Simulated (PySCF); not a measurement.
# C2H6BFSi (SMILES C=CB(F)[SiH3]) at PBE0/ANO-RCC-VDZ (sfX2C)

Aim: the vertical ionisation energy of C2H6BFSi at PBE0/ANO-RCC-VDZ (sfX2C), from 2 runs. Input form: a Python script.

Program for the calculation: PySCF 2.14.0.

## Step 1: The structure to begin with

C2H6BFSi has 11 atoms, charge 0, and is taken as a singlet. SMILES: `C=CB(F)[SiH3]`. The shape is that of a GFN2-xTB optimisation. This is one conformer, not always the lowest.

Bond lengths: C1–C2 1.332 Å, C2–B3 1.557 Å, B3–F4 1.330 Å, B3–Si5 1.979 Å, C1–H6 1.079 Å, C1–H7 1.079 Å, C2–H8 1.086 Å, Si5–H9 1.472 Å, Si5–H10 1.467 Å, Si5–H11 1.472 Å. Some angles: C1–C2–B3 123.8°, C2–B3–F4 115.6°, C2–B3–Si5 125.2°, F4–B3–Si5 119.2°, C1–C2–H8 117.6°, B3–C2–H8 118.5°, C2–C1–H6 122.9°, C2–C1–H7 121.1°, B3–Si5–H9 112.5°, B3–Si5–H10 114.2°.

## Step 2: A single-point energy at PBE0/ANO-RCC-VDZ (sfX2C)

Contents of input.xyz:

```xyz
11
C2H6BFSi
C     -1.516190     0.284000     1.019450
C     -0.879960    -0.850770     0.733670
B      0.399530    -0.928340    -0.149670
F      0.899820    -2.147520    -0.330340
Si     1.298460     0.619880    -0.993510
H     -2.402790     0.319800     1.633840
H     -1.165130     1.231280     0.639640
H     -1.282000    -1.771410     1.145980
H      1.742520     1.619620    -0.008890
H      2.490910     0.271920    -1.774640
H      0.414840     1.351550    -1.915520
```

Contents of input.py:

```python
# C=CB(F)[SiH3]
from pyscf import gto, dft

mol = gto.Mole()
mol.atom = 'input.xyz'
mol.verbose = 3
mol.basis = 'ano-rcc-vdz'
mol.max_memory = 1860
mol.build()

mf = dft.RKS(mol, xc='pbe0')
mf = mf.sfx2c1e()
mf.conv_tol = 1e-10
mf.grids.level = 4
mf.kernel()
if not mf.converged:
    mf = mf.newton().run(mf.mo_coeff, mf.mo_occ)

e_final = mf.e_tot
print('E = %.10f Eh' % e_final)
```

Launch:

```console
OMP_NUM_THREADS=1 python input.py
```

The program printed:

```text
converged SCF energy = -494.402634484136
E = -494.4026344841 Eh
```

Run time: 29 s. Hardware: 1 thread of AMD EPYC 7R43 (Zen 3), shared host; peak memory 0.34 GiB.

## Step 3: The doublet cation

Contents of calc.py:

```python
from pyscf import gto, dft

mol = gto.M(
    atom='''
C       -1.516190       0.284000       1.019450
C       -0.879960      -0.850770       0.733670
B        0.399530      -0.928340      -0.149670
F        0.899820      -2.147520      -0.330340
Si       1.298460       0.619880      -0.993510
H       -2.402790       0.319800       1.633840
H       -1.165130       1.231280       0.639640
H       -1.282000      -1.771410       1.145980
H        1.742520       1.619620      -0.008890
H        2.490910       0.271920      -1.774640
H        0.414840       1.351550      -1.915520
''',
    spin=1,
    basis='ano-rcc-vdz',
    charge=1,
    verbose=4,
    max_memory=1860,
)

mf = dft.UKS(mol, xc='pbe0')
mf = mf.x2c()
mf.grids.level = 4
mf.conv_tol = 1e-10
mf.kernel()
if not mf.converged:
    mf = mf.newton().run(mf.mo_coeff, mf.mo_occ)

e_tot = mf.e_tot
print('E = %.10f Eh' % e_tot)
```

Launch:

```console
OMP_NUM_THREADS=1 python calc.py
```

The program printed:

```text
PySCF version 2.14.0

[INPUT] num. atoms = 11
[INPUT] num. electrons = 45
[INPUT] charge = 1
[INPUT] spin (= nelec alpha-beta = 2S) = 1
[INPUT] symmetry False subgroup None
[INPUT] Mole.unit = angstrom
[INPUT] Symbol           X                Y                Z      unit          X                Y                Z       unit  Magmom
[INPUT]  1 C     -1.516190000000   0.284000000000   1.019450000000 AA   -2.865183852804   0.536682219376   1.926481297688 Bohr   0.0
[INPUT]  2 C     -0.879960000000  -0.850770000000   0.733670000000 AA   -1.662883400572  -1.607722294996   1.386435365810 Bohr   0.0
[INPUT]  3 B      0.399530000000  -0.928340000000  -0.149670000000 AA    0.755002278547  -1.754308350479  -0.282835309064 Bohr   0.0
[INPUT]  4 F      0.899820000000  -2.147520000000  -0.330340000000 AA    1.700413361406  -4.058224647026  -0.624252127989 Bohr   0.0
[INPUT]  5 Si     1.298460000000   0.619880000000  -0.993510000000 AA    2.453733783703   1.171403430095  -1.877461802017 Bohr   0.0
[INPUT]  6 H     -2.402790000000   0.319800000000   1.633840000000 AA   -4.540615034844   0.604334414636   3.087510131359 Bohr   0.0
[INPUT]  7 H     -1.165130000000   1.231280000000   0.639640000000 AA   -2.201776599514   2.326781982654   1.208744418317 Bohr   0.0
[INPUT]  8 H     -1.282000000000  -1.771410000000   1.145980000000 AA   -2.422628891692  -3.347479754316   2.165588344229 Bohr   0.0
[INPUT]  9 H      1.742520000000   1.619620000000  -0.008890000000 AA    3.292885566577   3.060638225868  -0.016799665247 Bohr   0.0
[INPUT] 10 H      2.490910000000   0.271920000000  -1.774640000000 AA    4.707137700940   0.513854327792  -3.353583569698 Bohr   0.0
[INPUT] 11 H      0.414840000000   1.351550000000  -1.915520000000 AA    0.783933985515   2.554059343656  -3.619808186127 Bohr   0.0

nuclear repulsion = 192.091764701751
number of shells = 16
number of NR pGTOs = 265
number of NR cGTOs = 61
basis = ano-rcc-vdz
ecp = {}

******** <class 'pyscf.x2c.sfx2c1e.sfX2C1eUKS'> ********
method = sfX2C1eUKS
initial guess = minao
damping factor = 0
level_shift factor = 0
DIIS = <class 'pyscf.scf.diis.CDIIS'>
diis_start_cycle = 1
diis_space = 8
diis_damp = 0
SCF conv_tol = 1e-10
SCF conv_tol_grad = None
SCF max_cycles = 50
direct_scf = True
direct_scf_tol = 1e-13
number electrons alpha = 23  beta = 22
XC library pyscf.dft.libxc version 7.0.0
    S. Lehtola, C. Steigemann, M. J.T. Oliveira, and M. A.L. Marques.,  SoftwareX 7, 1–5 (2018)
XC functionals = pbe0
radial grids:
    Treutler-Ahlrichs [JCP 102, 346 (1995); DOI:10.1063/1.469408] (M4) radial grids

becke partition: Becke, JCP 88, 2547 (1988); DOI:10.1063/1.454033
pruning grids: <function nwchem_prune>
grids dens level: 4
symmetrized grids: False
atomic radii adjust function: <function treutler_atomic_radii_adjust>
small_rho_cutoff = 0

******** <class 'pyscf.x2c.sfx2c1e.SpinFreeX2CHelper'> ********
approx = 1e
xuncontract = 1
Set gradient conv threshold to 1e-05
tot grids = 237328
init E= -494.760247625008
[... the frontier-level lines of each cycle are left out ...]

cycle= 1 E= -493.947234683539  delta_E= 0.813  |g|= 0.34  |ddm|= 2.95
cycle= 2 E= -493.757789451653  delta_E= 0.189  |g|= 0.805  |ddm|= 1.15
cycle= 3 E= -494.009797538662  delta_E= -0.252  |g|= 0.0917  |ddm|= 0.694
cycle= 4 E= -494.015054584307  delta_E= -0.00526  |g|= 0.0358  |ddm|= 0.195
cycle= 5 E= -494.015724877579  delta_E= -0.00067  |g|= 0.0137  |ddm|= 0.0575
cycle= 6 E= -494.015822708196  delta_E= -9.78e-05  |g|= 0.00386  |ddm|= 0.0191
cycle= 7 E= -494.015834042004  delta_E= -1.13e-05  |g|= 0.00152  |ddm|= 0.00805
cycle= 8 E= -494.015837955945  delta_E= -3.91e-06  |g|= 0.000519  |ddm|= 0.00471
cycle= 9 E= -494.015839355068  delta_E= -1.4e-06  |g|= 0.000288  |ddm|= 0.00336
cycle= 10 E= -494.015839951299  delta_E= -5.96e-07  |g|= 0.000123  |ddm|= 0.00291
cycle= 11 E= -494.015840056423  delta_E= -1.05e-07  |g|= 8.55e-05  |ddm|= 0.00131
cycle= 12 E= -494.01584007851  delta_E= -2.21e-08  |g|= 5e-05  |ddm|= 0.00044
cycle= 13 E= -494.015840100159  delta_E= -2.16e-08  |g|= 3.33e-05  |ddm|= 0.000509
cycle= 14 E= -494.015840117947  delta_E= -1.78e-08  |g|= 2.97e-05  |ddm|= 0.000453
cycle= 15 E= -494.015840142791  delta_E= -2.48e-08  |g|= 2.78e-05  |ddm|= 0.000669
cycle= 16 E= -494.015840174888  delta_E= -3.21e-08  |g|= 2.57e-05  |ddm|= 0.000923
cycle= 17 E= -494.015840247164  delta_E= -7.23e-08  |g|= 2.11e-05  |ddm|= 0.00243
cycle= 18 E= -494.015840344174  delta_E= -9.7e-08  |g|= 1.77e-05  |ddm|= 0.0054
cycle= 19 E= -494.015840355963  delta_E= -1.18e-08  |g|= 8.78e-06  |ddm|= 0.00153
cycle= 20 E= -494.015840360323  delta_E= -4.36e-09  |g|= 4.04e-06  |ddm|= 0.00124
cycle= 21 E= -494.01584036073  delta_E= -4.07e-10  |g|= 3.53e-06  |ddm|= 0.000347
cycle= 22 E= -494.015840360761  delta_E= -3.12e-11  |g|= 1.53e-06  |ddm|= 5.46e-05
Extra cycle  E= -494.015840360769  delta_E= -8.41e-12  |g|= 1.47e-06  |ddm|= 9.13e-06
converged SCF energy = -494.015840360769  <S^2> = 0.75340858  2S+1 = 2.0034057
E = -494.0158403608 Eh
```

Run time: 59 s. Hardware: 1 thread of AMD EPYC 7R43 (Zen 3), shared host; peak memory 0.36 GiB.

## Step 4: Results

At PBE0/ANO-RCC-VDZ (sfX2C):

```
                                          quantity          value
                    singlet C2H6BFSi: total energy  -494.40263 Eh
                   singlet C2H6BFSi: dipole moment         2.25 D
                     singlet C2H6BFSi: HOMO energy       -8.44 eV
                     singlet C2H6BFSi: LUMO energy       -2.17 eV
                   singlet C2H6BFSi: HOMO–LUMO gap        6.27 eV
                      doublet cation: total energy  -494.01584 Eh
doublet cation: HOMO energy (highest over α and β)      -14.45 eV
 doublet cation: LUMO energy (lowest over α and β)      -12.60 eV
                              doublet cation: ⟨S²⟩          0.753
vertical ionisation energy (to the doublet cation)      10.525 eV
```

What this shows: Removing an electron at fixed nuclei costs 10.53 eV (1016 kJ/mol). −ε(HOMO) before ionisation, 8.44 eV, is 2.09 eV below this ionisation energy. Mulliken charges (doublet cation) run from -0.20 on C2 to +0.70 on Si5; they depend strongly on the basis.
